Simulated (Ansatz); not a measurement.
# C₆H₁₆O₄Zr: basis-set convergence

One table from this session's results is given with a row withheld; the runs are named, their logs left out.

The runs use Ansatz 0.2.0, Gaussian basis; one geometry, several basis sets.

Plan: PBE0-D4/def2-SVP; ωB97M-V/def2-SVP; PBE0-D4/def2-QZVPP; ωB97M-V/def2-QZVPP; the functionals' def2-TZVPP values are taken from earlier runs.

### The relaxed structure

All runs share one geometry, relaxed beforehand with PBE0-D4 in a triple-zeta def2 set. Zr takes the def2 core potential; no spin-orbit term is included.

SMILES `CC[O][Zr]([OH])([O]CC)[O]CC`, 27 atoms, charge 0, spin multiplicity 1.

Atoms are counted from 1 here; the program's logs count them from 0.

Bond lengths: C1–C2 1.514 Å, C1–H12 1.093 Å, C1–H13 1.093 Å, C1–H14 1.092 Å, C2–O3 1.390 Å, C2–H15 1.098 Å, C2–H16 1.098 Å, O3–Zr4 1.924 Å, Zr4–O5 1.937 Å, Zr4–O6 1.926 Å, Zr4–O9 1.927 Å, O5–H17 0.951 Å, O6–C7 1.390 Å, C7–C8 1.514 Å, C7–H18 1.098 Å, C7–H19 1.098 Å, C8–H20 1.092 Å, C8–H21 1.093 Å and more. Angles: C2–C1–H12 110.5°, C2–C1–H13 110.6°, C2–C1–H14 110.6°, H12–C1–H13 108.4°, H12–C1–H14 108.2°, H13–C1–H14 108.4°, C1–C2–O3 111.6°, C1–C2–H15 109.9°, C1–C2–H16 109.9°, O3–C2–H15 109.2°, O3–C2–H16 109.1°, H15–C2–H16 107.0°, C2–O3–Zr4 174.6°, O3–Zr4–O5 109.8°, O3–Zr4–O6 108.7°, O3–Zr4–O9 108.4°, O5–Zr4–O6 110.3°, O5–Zr4–O9 110.6° and more.

Set-up of the first run:

in.yaml

```yaml
crystal:
  periodic: [false, false, false]
  atoms:
    - {symbol: C, position_ang: [-2.647103, 1.072739, 1.344147]}
    - {symbol: C, position_ang: [-2.188994, -0.361363, 1.501242]}
    - {symbol: O, position_ang: [-0.838002, -0.502136, 1.207590]}
    - {symbol: Zr, position_ang: [1.033162, -0.519514, 0.759417]}
    - {symbol: O, position_ang: [2.075925, -1.020550, 2.313346]}
    - {symbol: O, position_ang: [1.539529, 1.236377, 0.151465]}
    - {symbol: C, position_ang: [1.768122, 2.528987, -0.304486]}
    - {symbol: C, position_ang: [0.481735, 3.320848, -0.403384]}
    - {symbol: O, position_ang: [1.304070, -1.777861, -0.674758]}
    - {symbol: C, position_ang: [1.239476, -2.695151, -1.716840]}
    - {symbol: C, position_ang: [-0.184466, -3.133106, -1.988018]}
    - {symbol: H, position_ang: [-2.089619, 1.729110, 2.016417]}
    - {symbol: H, position_ang: [-3.711275, 1.164139, 1.577243]}
    - {symbol: H, position_ang: [-2.487168, 1.417577, 0.320008]}
    - {symbol: H, position_ang: [-2.372487, -0.702090, 2.528801]}
    - {symbol: H, position_ang: [-2.771758, -1.014729, 0.838208]}
    - {symbol: H, position_ang: [2.669931, -1.311758, 2.996036]}
    - {symbol: H, position_ang: [2.256187, 2.484878, -1.287204]}
    - {symbol: H, position_ang: [2.465760, 3.033754, 0.376889]}
    - {symbol: H, position_ang: [-0.004237, 3.387510, 0.572641]}
    - {symbol: H, position_ang: [0.680684, 4.334895, -0.760205]}
    - {symbol: H, position_ang: [-0.211808, 2.841264, -1.098130]}
    - {symbol: H, position_ang: [1.671275, -2.245623, -2.621028]}
    - {symbol: H, position_ang: [1.857719, -3.567679, -1.467175]}
    - {symbol: H, position_ang: [-0.804428, -2.275692, -2.260959]}
    - {symbol: H, position_ang: [-0.618057, -3.599166, -1.099949]}
    - {symbol: H, position_ang: [-0.215871, -3.855958, -2.807614]}
basis:
  gaussian: {orbitals: def2-SVP}
hamiltonian: {xc: pbe0, dispersion: d4}
output: {orbitals: {seedname: orbitals}}
```

The run is started by

```console
$ ansatz run in.yaml --threads 11 --pin off --events-out ev --progress --plain --max-ram 166912MiB --backend cpu
```

Among the steps run: PBE0-D4 in def2-SVP; ωB97M-V in def2-SVP; PBE0-D4 in def2-QZVPP; ωB97M-V in def2-QZVPP.

One of the session's tables, all rows but one given; the rest of the session is left out.

It belongs to the step «Density functionals: the series». 

| functional | basis | HOMO (eV) | LUMO (eV) |
| --- | --- | --- | --- |
| PBE0-D4 | def2-SVP | -7.36 | 0.43 |
| PBE0-D4 | def2-TZVPP | -7.47 | 0.16 |
| PBE0-D4 | def2-QZVPP | -7.49 | 0.04 |
| ωB97M-V | def2-SVP | ? | ? |
| ωB97M-V | def2-TZVPP | -9.82 | 1.01 |
| ωB97M-V | def2-QZVPP | -9.85 | 0.70 |

Estimate the missing values for ωB97M-V, def2-SVP.

As computed: HOMO (eV): -9.71; LUMO (eV): 1.41. In the column «HOMO (eV)» it lies between ωB97M-V, def2-TZVPP (-9.82) and PBE0-D4, def2-QZVPP (-7.49).
